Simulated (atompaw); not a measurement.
# A PAW (atompaw) potential for iodine, from input to tests

Task: generate the file, and judge it by its logarithmic derivatives, its ghosts and its cutoff.

The numbers are computed with atompaw 4.2.0.5 (PBE, scalar-relativistic, spin-unpolarised reference atom).

## Step 1: Settings

Typed settings, in words:

```
element                 : iodine (I, Z = 53)
type                    : PAW
frozen core             : [Kr] 4d10
valence charge          : 7
reference configuration : 5s2 5p5
partial waves           : 5s (bound): rc 2.15 bohr; 5s channel at 0.95 Ry: rc 2.15 bohr; 5p (bound): rc 2.15 bohr; 5p channel at 0.75 Ry: rc 2.15 bohr; 5d channel at 0.35 Ry: rc 1.90 bohr; 5d channel at 2.15 Ry: rc 1.90 bohr
local potential         : bessel scheme, radius 1.55 bohr
core correction         : smooth core density matched at 1.80 bohr
augmentation charge     : besselshape compensation charge, radius 1.75 bohr; PAW radius 2.15 bohr; waves and projectors: custom rrkj gramschmidtortho
```

The outer shells as boxes (Hund's rule for the drawing; the calculation is spin-unpolarised):

```
[Kr] core
4d [↑↓][↑↓][↑↓][↑↓][↑↓]
5s [↑↓]
5p [↑↓][↑↓][↑ ]
```

An earlier all-electron run gives the scale for the radii.

All-electron outer shells of the reference configuration (PBE, scalar-relativistic, ld1.x):

```json
{"shell": "4p", "level (eV)": "-127.57", "outermost node (bohr)": "0.37", "outermost maximum (bohr)": "0.72"}
{"shell": "4d", "level (eV)": "-50.28", "outermost node (bohr)": "0.35", "outermost maximum (bohr)": "0.78"}
{"shell": "5s", "level (eV)": "-17.41", "outermost node (bohr)": "0.88", "outermost maximum (bohr)": "1.70"}
{"shell": "5p", "level (eV)": "-7.09", "outermost node (bohr)": "0.96", "outermost maximum (bohr)": "2.02"}
```

## Step 2: The generation run

I.input

```
I 53
GGA-PBE scalarrelativistic loggrid 1500 logderivrange -3 5 201
5 5 4 0 0 0
5 1 5
0 0 0
c
c
c
c
v
c
c
c
v
c
c
2
2.15 1.75 1.55 1.80
y
0.95
n
y
0.75
n
y
0.35
y
2.15
n
custom rrkj gramschmidtortho besselshape
bessel
2.15
2.15
2.15
2.15
1.90
1.90
PWSCFOUT
UPFDX 0.0125d0 UPFXMIN -7.d0 UPFZMESH 53.d0
END
```

Command:

```
$ atompaw < I.input > I.log
```

What does the calculation give? Wanted: cutoffs for 10 and 1 mRy, occupied levels; bound ghosts; largest phase difference near zero energy, channels read; lowest eigenvalue of the overlap; share of valence orbitals outside the PAW sphere; UPF file.

As calculated:

```
                                                quantity             value
               cutoffs for 10 and 1 mRy, occupied levels   10 Ry and 18 Ry
                                            bound ghosts    d at -23.12 eV
largest phase difference near zero energy, channels read         0.006 rad
         lowest eigenvalue of the overlap (Bessel basis)         0.363 (s)
        share of valence orbitals outside the PAW sphere  5s 35 %, 5p 59 %
                                                UPF file           written
```

What this shows: It has a bound ghost (d), a state that the atom doesn't have, and that rules the file out. By its cutoff, 10 Ry for the looser tolerance, it is soft on the atom at that tolerance. The slowest occupied level is 5p: taken alone it needs 10 Ry to come within 1 mRy, against 6 Ry or less for 5s. Near zero energy the phases of the channels with partial waves agree within 0.006 rad. The pseudo curves have a pole with no partner nearby in the atom's: d at -1.66 Ry.
